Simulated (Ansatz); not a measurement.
Nudged elastic band run: LiP$_{16}$

input.yaml

```yaml
crystal:
  lattice:
    - [1.65605, 5.204, 4.35]
    - [1.65605, -5.204, 4.35]
    - [6.6242, 0.0, 0.0]
  atoms:
    - { symbol: P, position: [0.66439045, 0.43353453, 0.217317] }
    - { symbol: P, position: [0.1842983, 0.41221889, 0.08819732] }
    - { symbol: P, position: [0.86037223, 0.06544337, 0.00569173] }
    - { symbol: P, position: [0.29469884, 0.11661518, 0.14125359] }
    - { symbol: P, position: [0.6550688, 0.43433011, 0.72347058] }
    - { symbol: P, position: [0.19711682, 0.38635931, 0.60131914] }
    - { symbol: P, position: [0.82134934, 0.0825326, 0.52872033] }
    - { symbol: P, position: [0.31383417, 0.09859295, 0.63992049] }
    - { symbol: P, position: [0.10992677, 0.97220872, 0.47587841] }
    - { symbol: P, position: [0.7135127, 0.89281747, 0.34138996] }
    - { symbol: P, position: [0.36945245, 0.54440733, 0.2654723] }
    - { symbol: P, position: [0.83180767, 0.60072598, 0.38903146] }
    - { symbol: P, position: [0.14061592, 0.93087697, 0.97546298] }
    - { symbol: P, position: [0.67142102, 0.88734522, 0.8606478] }
    - { symbol: P, position: [0.37260191, 0.56368468, 0.75689423] }
    - { symbol: P, position: [0.82180529, 0.61502954, 0.88229724] }
    - { symbol: Li, position: [0.37287182, 0.80899424, 0.42885692] }
magnetization:
  spin_polarized: true
basis:
  ecutwfc: 420.0
kpoints:
  mp_grid: { grid: [2, 2, 2] }
hamiltonian:
  xc: lda
scf:
  occupations: { method: fermi_dirac, width: 0.05 }
  lower_state_search: "off"
neb:
  images: 5
  f_tol: 0.05
  initial_path: idpp
  max_iterations: 80
  optimiser: lbfgs
  spring: 10.0
  final_atoms:
    - { symbol: P, position: [0.64760656, 0.41763747, 0.22269926] }
    - { symbol: P, position: [0.16580384, 0.42874789, 0.08297526] }
    - { symbol: P, position: [0.86379186, 0.05207436, 0.0097732] }
    - { symbol: P, position: [0.27814064, 0.14105214, 0.13518115] }
    - { symbol: P, position: [0.63289461, 0.42731756, 0.72934567] }
    - { symbol: P, position: [0.18358553, 0.3903227, 0.60500533] }
    - { symbol: P, position: [0.83799942, 0.06501843, 0.5226356] }
    - { symbol: P, position: [0.31931992, 0.11060299, 0.63490871] }
    - { symbol: P, position: [0.13398149, 0.95520061, 0.46962715] }
    - { symbol: P, position: [0.70521832, 0.87999429, 0.34550319] }
    - { symbol: P, position: [0.35638762, 0.53728929, 0.26926512] }
    - { symbol: P, position: [0.81521577, 0.58452472, 0.39464925] }
    - { symbol: P, position: [0.15223803, 0.93672287, 0.97081469] }
    - { symbol: P, position: [0.6872152, 0.87679076, 0.85358615] }
    - { symbol: P, position: [0.36109214, 0.57881612, 0.75081971] }
    - { symbol: P, position: [0.81497314, 0.59337673, 0.88781657] }
    - { symbol: Li, position: [0.44252034, 0.87798144, 0.1790477] }
  order_check: true
```

Launched with:

```bash
$ ansatz run input.yaml --threads 2 --pin off --max-ram 5120MiB --backend cpu --events-out ev --progress --plain --runs-dir out
```

Output, in part (warnings, iteration lines):

```
NEB end point (image 0): max|allowed force component| = 2.688e-2 eV/Å (the criterion of neb.relax_end_points is 1.000e-2)
NEB end point (image 6): max|allowed force component| = 2.683e-2 eV/Å (the criterion of neb.relax_end_points is 1.000e-2)
NEB iter   1: max|band force component| = 9.703e-1 eV/Å  barrier→ = 0.2140 eV  barrier← = 0.2136 eV  Δτ_max = 0.0195 Å  (63 SCF iters)
NEB iter   2: max|band force component| = 7.577e-1 eV/Å  barrier→ = 0.1706 eV  barrier← = 0.1702 eV  Δτ_max = 0.0611 Å  (28 SCF iters)
NEB iter   3: max|band force component| = 1.827e-1 eV/Å  barrier→ = 0.0950 eV  barrier← = 0.0946 eV  CI = image 3  Δτ_max = 0.0030 Å  (33 SCF iters)
NEB iter   4: max|band force component| = 1.711e-1 eV/Å  barrier→ = 0.0927 eV  barrier← = 0.0923 eV  CI = image 3  Δτ_max = 0.0552 Å  (20 SCF iters)
NEB iter   5: max|band force component| = 1.149e-1 eV/Å  barrier→ = 0.0746 eV  barrier← = 0.0742 eV  CI = image 3  Δτ_max = 0.0213 Å  (32 SCF iters)
NEB iter   6: max|band force component| = 3.593e-1 eV/Å  barrier→ = 0.0721 eV  barrier← = 0.0716 eV  CI = image 3  Δτ_max = 0.0056 Å  (30 SCF iters)
NEB iter   7: max|band force component| = 2.130e-1 eV/Å  barrier→ = 0.0716 eV  barrier← = 0.0712 eV  CI = image 3  Δτ_max = 0.0085 Å  (22 SCF iters)
NEB iter   8: max|band force component| = 2.567e-2 eV/Å  barrier→ = 0.0710 eV  barrier← = 0.0706 eV  CI = image 3  Δτ_max = 0.0000 Å  (234 SCF iters)
```

It converged. By the program's own check the climbing image is a first-order saddle point (lowest curvatures found: -0.46 and 0.55 eV/Å²). Limits of this set-up: coarse k mesh, a small cell, in which the defect meets its images, a typed lattice constant that wasn't relaxed here.

Final band (atoms are numbered from 1 in the order of the input):

```json
{"image": "0", "path coordinate (Å)": "0.00", "energy (eV)": "0.000", "P15–Li17 (Å)": "2.43", "P14–Li17 (Å)": "3.72"}
{"image": "1", "path coordinate (Å)": "0.28", "energy (eV)": "0.020", "P15–Li17 (Å)": "2.58", "P14–Li17 (Å)": "3.49"}
{"image": "2", "path coordinate (Å)": "0.55", "energy (eV)": "0.056", "P15–Li17 (Å)": "2.79", "P14–Li17 (Å)": "3.25"}
{"image": "3", "path coordinate (Å)": "0.83", "energy (eV)": "0.071", "P15–Li17 (Å)": "3.02", "P14–Li17 (Å)": "3.01"}
{"image": "4", "path coordinate (Å)": "1.11", "energy (eV)": "0.053", "P15–Li17 (Å)": "3.27", "P14–Li17 (Å)": "2.78"}
{"image": "5", "path coordinate (Å)": "1.39", "energy (eV)": "0.017", "P15–Li17 (Å)": "3.51", "P14–Li17 (Å)": "2.57"}
{"image": "6", "path coordinate (Å)": "1.67", "energy (eV)": "0.000", "P15–Li17 (Å)": "3.74", "P14–Li17 (Å)": "2.41"}
```

The run took 2.5 min on 2 threads of INTEL(R) XEON(R) PLATINUM 8581C CPU @ 2.10GHz (Emerald Rapids), with other jobs on the host, peak memory 1.5 GiB.
